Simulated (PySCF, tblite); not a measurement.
# C₅H₁₈Si₃: geometry, infrared bands and NMR shifts

Aim: predict the infrared bands and NMR shifts of C₅H₁₈Si₃ (`CCCCC([SiH3])([SiH3])[SiH3]`).

The runs use tblite 0.8.0 and PySCF 2.14.0, with density-fitted response routines of our own; the level of theory stands in each step. All values are computed, except where a source is named. Atoms count from 0, in the outputs and in this text.

## (1) The molecule as given

26 atoms, charge 0, multiplicity 1; geometry from: force field or distance geometry start.

Bonds of the start (Å): C0–C1 1.54, C1–C2 1.53, C2–C3 1.56, C3–C4 1.56, C4–Si5 1.86, C4–Si6 1.87, C4–Si7 1.90, C0–H8 1.10, C0–H9 1.08, C0–H10 1.09, C1–H11 1.10, C1–H12 1.08, C2–H13 1.09, C2–H14 1.09, C3–H15 1.08, C3–H16 1.10, Si5–H17 1.49, Si5–H18 1.48, Si5–H19 1.49, Si6–H20 1.49, Si6–H21 1.48, Si6–H22 1.49, Si7–H23 1.50, Si7–H24 1.48, Si7–H25 1.48.

## (2) Geometry optimisation with GFN2-xTB

The job: settings as JSON, then the geometry in Å.

```
{"job": {"kind": "relax", "xc": "GFN2-xTB", "basis": "xTB"}, "charge": 0, "multiplicity": 1}
C      3.802700    -0.320500     0.343000
C      2.595200     0.546200    -0.050500
C      1.287200    -0.184300     0.235500
C      0.077000     0.707200    -0.169900
C     -1.335200     0.085700     0.071000
Si    -1.823800    -0.315800     1.823900
Si    -1.758800    -1.452900    -0.910700
Si    -2.717400     1.283800    -0.459700
H      3.775600    -0.570700     1.410500
H      4.722900     0.216200     0.145300
H      3.803200    -1.252700    -0.229800
H      2.632000     1.476800     0.526800
H      2.666000     0.801400    -1.093600
H      1.233500    -0.439400     1.292900
H      1.261400    -1.109900    -0.331400
H      0.191800     0.971000    -1.209300
H      0.160500     1.648200     0.399000
H     -0.923900    -1.370600     2.372200
H     -3.218700    -0.790000     1.972000
H     -1.635500     0.883400     2.692700
H     -3.163200    -1.906500    -0.712600
H     -1.532300    -1.220000    -2.353700
H     -0.854000    -2.560700    -0.498400
H     -4.093200     0.717400    -0.262800
H     -2.605400     2.551200     0.303500
H     -2.568700     1.628000    -1.891500
```

Started as:

```
OMP_NUM_THREADS=1 python probes_run.py task.json out
```

One launch serves the whole session: the jobs run in the order shown.

**Question.** This job is followed by: GFN2-xTB harmonic vibrations, gas phase; GIAO PBE0/pcSseg-1 NMR shielding, non-relativistic, gas phase. Predict these results of the whole session: strongest single infrared mode (GFN2-xTB); zero-point energy (GFN2-xTB); ¹³C shifts against TMS (PBE0/pcSseg-1); ¹H shifts against TMS (PBE0/pcSseg-1, means over atoms taken as alike); ²⁹Si shifts against TMS (PBE0/pcSseg-1, means over atoms taken as alike).

As calculated:

| quantity | value |
| --- | --- |
| strongest single infrared mode (GFN2-xTB) | 2274 cm⁻¹, 902 km/mol |
| zero-point energy (GFN2-xTB) | 126.0 kcal/mol |
| ¹³C shifts against TMS (PBE0/pcSseg-1) | 38.7, 37.2, 28.2, 16.9, -6.3 ppm |
| ¹H shifts against TMS (PBE0/pcSseg-1, means over atoms taken as alike) | 3.98, 1.64, 1.38, 1.30, 1.09 ppm |
| ²⁹Si shifts against TMS (PBE0/pcSseg-1, means over atoms taken as alike) | -62.2 ppm |

In words: Relaxing lowered the energy by 0.299 eV in 58 steps; the close pair that moved most is C4–Si5, from 1.863 to 1.909 Å. All 72 modes are real, so the xTB geometry is a minimum. The strongest single mode, at 2274 cm⁻¹, moves mainly H23. Unscaled tight-binding wavenumbers are off by several per cent, some by more. Its intensities can rank the bands wrongly. At PBE0/pcSseg-1: The widest tensor belongs to Si5, Si6, Si7: span 116 ppm, with a paramagnetic part of -470 ppm.
